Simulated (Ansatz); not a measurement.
**RuH (quartet): wave-function methods side by side, def2-QZVPP**

An exercise on one series of results from a longer session: the logs are not shown, and one member is left open.

Program: Ansatz 0.2.0, Gaussian basis. Level of theory: def2-QZVPP, core rule «outside noble gas», up to 4 orbitals frozen. These are calculated values, not measurements.

Plan: UHF; ROHF; CCSD(T) on UHF.

## What is computed

The geometry is a PBE0/def2-TZVP stationary point (not a proven minimum) of the parent state, kept for this charge and spin. No spin-orbit coupling is included. Elements past krypton take def2 core potentials.

2 atoms, charge 0, spin multiplicity 4.

Atoms are counted from 1 here; the program's logs count them from 0.

Bond lengths: Ru1–H2 1.753 Å.

Geometry (Å):

```
Ru    0.0000    0.0000    0.0000
H     0.0000    0.0000    1.7532
```

Set-up of the first run:

Input file in.yaml:

```yaml
crystal:
  periodic: [false, false, false]
  atoms:
    - {symbol: Ru, position_ang: [0.000000, 0.000000, 0.000000]}
    - {symbol: H, position_ang: [0.000000, 0.000000, 1.753200]}
basis:
  gaussian: {orbitals: "def2-QZVPP.json"}
magnetization: {spin_polarized: true, initial_magnetization: 3}
hamiltonian: {xc: hf}
output: {orbitals: {seedname: orbitals}}
```

On the command line:

```console
ansatz run in.yaml --threads 1 --pin off --events-out ev --progress --plain --max-ram 2560MiB --backend cpu
```

Among the steps run: UHF; ROHF; CCSD(T) on UHF.

One table of the session follows, with a row left open; its other results are not shown here.

| method | from UCCSD(T) (meV) |
| --- | --- |
| ROHF | +7147.8 |
| UHF | +6822.4 |
| UMP2 | +509.8 |
| UCCSD | ? |
| UCCSD(T) | 0 |

Estimate the missing values for UCCSD.

The run gave: from UCCSD(T) (meV): +315.8. In the column «from UCCSD(T) (meV)» it lies between UCCSD(T) (0) and UMP2 (+509.8).
